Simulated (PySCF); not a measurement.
# The bond of CdIn+, level by level

Aim: find the lowest electronic state of CdIn+, scan its bond at several levels of theory, and get bond length, wavenumber and dissociation energy from each curve.

Program: PySCF 2.14.0. Level of theory: Cd def2-SVP with ECP28, In def2-SVP with ECP28, scalar-relativistic core potentials. These are calculated values, not measurements.

**1. Input**

A driver script around PySCF takes these settings:

* atoms: Cd, In
* charge: 1
* basis: Cd def2-SVP with ECP28, In def2-SVP with ECP28
* Hamiltonian: scalar-relativistic core potentials
* basis functions: 57
* electrons treated: 40
* masses in u: 113.9034, 114.9039
* levels: PBE0, PBE, r²SCAN, B97-3, BHandHLYP, r²SCANh, CAM-B3LYP, HF, MP2, SCS-MP2, CCSD, CCSD(T)
* grid: 80 radial by 434 angular points
* occupations: held fixed by the projection of orbital angular momentum
* dissociation limit: Cd + In+, each in its ground configuration
* starting distance in angstrom: 2.890
* values of 2S to try: 0, 2

Launch:

```
OMP_NUM_THREADS=1 python dia.py task.json out
```

Further steps of the session: First curve: PBE0; Other states along the same grid; PBE (GGA); r²SCAN (meta-GGA); B97-3; BHandHLYP (global hybrid GGA); r²SCANh (hybrid meta-GGA); CAM-B3LYP (range-separated hybrid); RHF; Adding correlation.

What does the calculation give? Wanted: for each run, Re; ωe; De; μ.

As calculated:

Lowest PBE0 solution found, without spin–orbit coupling: ¹Σ⁺ (singlet), closed shell. State 2 has its PBE0 minimum 2.69 eV higher. The other levels ran on the lowest alone.

```csv
level,Re (Å),ωe (cm⁻¹),De (eV),μ (D)
RHF,3.507,59.7,0.342,3.03
RHF-MP2,3.218,80.4,0.484,n/a
RHF-SCS-MP2,3.269,75.5,0.431,n/a
RHF-CCSD,3.263,75.8,0.425,n/a
RHF-CCSD(T),3.237,78.7,0.451,n/a
PBE,3.236,79.3,0.61,2.62
r²SCAN,3.175,84.9,0.61,2.24
r²SCANh,3.185,84.4,0.60,2.24
PBE0,3.233,80.9,0.59,2.44
B97-3,3.345,71.0,0.480,2.95
BHandHLYP,3.314,73.6,0.472,2.77
CAM-B3LYP,3.271,75.7,0.476,2.84
```

De is counted to Cd + In+ in their ground configurations. A positive dipole points from Cd to In; in an ion it is taken about the centre of mass and does not tell which atom is negative.

**Reading.** The methods spread over 0.332 Å in bond length, from r²SCAN to RHF. CCSD(T) can't serve as the judge here: for a weak bond in this basis it is far from its limit. Among the levels with a De in the table, it runs from 0.342 eV (RHF) to 0.61 eV (r²SCAN).

Correlated steps freeze 4 core orbitals. Spin–orbit coupling is left out.
